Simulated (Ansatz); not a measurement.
**In3As under changes of volume**

One of the cells (25.489 Å³/atom); the others are scaled copies at fixed shape and fractional positions:

```
In As
1.0
     4.67168    0.00000    0.00000
     0.00000    4.67168    0.00000
     0.00000    0.00000    4.67168
In As
3 1
Direct
  0.50000 0.50000 0.00000
  0.50000 0.00000 0.50000
  0.00000 0.50000 0.50000
  0.00000 0.00000 0.00000
```

The cell comes from a database or a generator and needn't be the stable form of this composition.

* Program: Ansatz 0.2.0
* Functional: PBEsol
* Potentials or basis: all-electron LAPW, scalar-relativistic
* Cutoff: 172 eV (chosen from the basis error)
* Basis error allowed: 0.001 eV/atom
* k mesh: 6 × 6 × 6
* Occupations: fermi-dirac, width 0.05 eV
* Spin: no spin polarisation

```tsv
volume (Å³/atom)	energy over the lowest point (meV/atom)	pressure (GPa)
23.960	0.00	0.4
24.470	?	?
24.980	3.93	-1.6
25.489	10.21	-2.4
25.999	18.89	-3.1
26.509	29.70	-3.7
27.019	42.38	-4.3
```

Task: What does the run at 24.470 Å³/atom give?

Result: Energy over the lowest point 0.41 meV/atom; pressure -0.7 GPa.

Worked out: A Birch-Murnaghan fit of order 3 (a polynomial in V^(-2/3)) to the other rows has its minimum at 24.15 Å³/atom with B0 = V·E''(V) = 50 GPa and B' = 5.1. It gives 0.40 meV/atom at 24.470 Å³/atom, against the run's 0.41, and -dE/dV = -0.6 GPa, against -0.7.

Energies are extrapolated to zero smearing.
